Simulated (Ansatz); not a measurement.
**C₂H₅AlOS₂: how energies converge with the basis set**

One table from this session's results is given with a row withheld; the runs are named, their logs left out.

Method: one geometry, several basis sets; program: Ansatz 0.2.0, Gaussian basis.

Plan: PBE0-D4/def2-SVP; ωB97M-V/def2-SVP; PBE0-D4/def2-QZVPP; ωB97M-V/def2-QZVPP; the functionals' def2-TZVPP values are taken from earlier runs.

## The geometry

All runs share one geometry, relaxed beforehand with PBE0-D4 in a triple-zeta def2 set.

11 atoms, charge 0, spin multiplicity 1.

Atoms are counted from 1 here; the program's logs count them from 0.

Bond lengths: C1–Al2 1.945 Å, C1–H7 1.093 Å, C1–H8 1.095 Å, C1–H9 1.095 Å, Al2–O3 1.903 Å, Al2–S5 2.381 Å, Al2–H10 1.583 Å, O3–C4 1.266 Å, C4–S5 1.699 Å, C4–S6 1.735 Å, S6–H11 1.345 Å. Angles: Al2–C1–H7 112.1°, Al2–C1–H8 111.1°, Al2–C1–H9 111.1°, H7–C1–H8 107.8°, H7–C1–H9 107.6°, H8–C1–H9 107.0°, C1–Al2–O3 111.9°, C1–Al2–S5 114.1°, C1–Al2–H10 125.0°, O3–Al2–S5 72.6°, O3–Al2–H10 109.5°, S5–Al2–H10 111.6°, Al2–O3–C4 97.8°, O3–C4–S5 119.0°, O3–C4–S6 120.8°, S5–C4–S6 120.2°, Al2–S5–C4 70.7°, C4–S6–H11 94.7°.

The first run:

The input, in.yaml:

```yaml
crystal:
  periodic: [false, false, false]
  atoms:
    - {symbol: C, position_ang: [0.438024, -1.991739, -0.456187]}
    - {symbol: Al, position_ang: [0.868049, -0.096139, -0.532881]}
    - {symbol: O, position_ang: [0.121970, 0.861874, 0.931951]}
    - {symbol: C, position_ang: [-0.754447, 1.507705, 0.285071]}
    - {symbol: S, position_ang: [-0.885681, 1.265740, -1.391354]}
    - {symbol: S, position_ang: [-1.808139, 2.627120, 1.090274]}
    - {symbol: H, position_ang: [-0.596480, -2.166905, -0.149485]}
    - {symbol: H, position_ang: [1.090330, -2.515405, 0.250069]}
    - {symbol: H, position_ang: [0.578076, -2.466616, -1.432335]}
    - {symbol: H, position_ang: [2.292752, 0.498775, -0.883867]}
    - {symbol: H, position_ang: [-1.279054, 2.418492, 2.309443]}
basis:
  gaussian: {orbitals: def2-SVP}
hamiltonian: {xc: pbe0, dispersion: d4}
output: {orbitals: {seedname: orbitals}}
```

Among the steps run: PBE0-D4 in def2-SVP; ωB97M-V in def2-SVP; PBE0-D4 in def2-QZVPP; ωB97M-V in def2-QZVPP.

One of the session's tables, all rows but one given; the rest of the session is left out.

It belongs to the step «Density functionals: the series». 

```
functional       basis  HOMO (eV)  LUMO (eV)
   PBE0-D4    def2-SVP          ?          ?
   PBE0-D4  def2-TZVPP      -7.62      -1.79
   PBE0-D4  def2-QZVPP      -7.64      -1.85
   ωB97M-V    def2-SVP      -9.65       0.53
   ωB97M-V  def2-TZVPP      -9.73       0.32
   ωB97M-V  def2-QZVPP      -9.75       0.22
```

**Question.** Estimate the row for PBE0-D4, def2-SVP.

The run gave: HOMO (eV): -7.59; LUMO (eV): -1.66. In the column «HOMO (eV)» it is the highest.
